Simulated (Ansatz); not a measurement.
# AuF: geometry and frequencies at several levels

An exercise on one series of results from a longer session: the logs are not shown, and one member is left open.

Computed with Ansatz 0.2.0 (the levels named in each step, unless a step's input says otherwise).

### The system as given

Bond lengths: F1–Au2 1.934 Å.

Structure file:

```xyz
2

F     0.0000    0.0000    0.0000
Au    0.0000    0.0000    1.9342
```

Set-up of the first run:

File input.yaml:

```yaml
crystal:
  periodic: [false, false, false]
  atoms:
    - { symbol: F, position_ang: [0.0, 0.0, 0.0005583] }
    - { symbol: Au, position_ang: [0.0, 0.0, 1.9336017] }
basis:
  gaussian: { orbitals: def2-TZVPP }
hamiltonian:
  xc: pbe0
  dispersion: d4
phonons: {}
```

On the command line:

```
ansatz run input.yaml --threads 2 --pin off --max-ram 5120MiB --backend cpu --events-out ev --progress --plain --runs-dir out
```

Among the steps run: Frequencies, PBE0-D4/def2-TZVPP; Relaxation, PBE-D4/def2-TZVPP; Frequencies, PBE-D4/def2-TZVPP; Relaxation, r2SCAN-D4/def2-TZVPP; Frequencies, r2SCAN-D4/def2-TZVPP; Relaxation, B3LYP-D4/def2-TZVPP; Frequencies, B3LYP-D4/def2-TZVPP; Relaxation, B2PLYP/def2-TZVPP; Frequencies, B2PLYP/def2-TZVPP.

One of the session's tables, all rows but one given; the rest of the session is left out.

```
               level  F1–Au2 (Å)  rotational constants (MHz)  dipole (D)  highest frequency (cm⁻¹)
  PBE0-D4/def2-TZVPP      1.9330                      7805.6        4.28                       547
   PBE-D4/def2-TZVPP      1.9443                      7715.8        3.69                       526
r2SCAN-D4/def2-TZVPP      1.9225                      7891.3        3.87                       557
 B3LYP-D4/def2-TZVPP      1.9504                      7667.2        4.21                       530
   B2PLYP/def2-TZVPP           ?                           ?           ?                         ?
```

Estimate the missing values for B2PLYP/def2-TZVPP.

The run gave: F1–Au2 (Å): 1.9408; rotational constants (MHz): 7743.6; dipole (D): 4.27; highest frequency (cm⁻¹): 544. In the column «F1–Au2 (Å)» it lies between PBE0-D4/def2-TZVPP (1.9330) and PBE-D4/def2-TZVPP (1.9443).
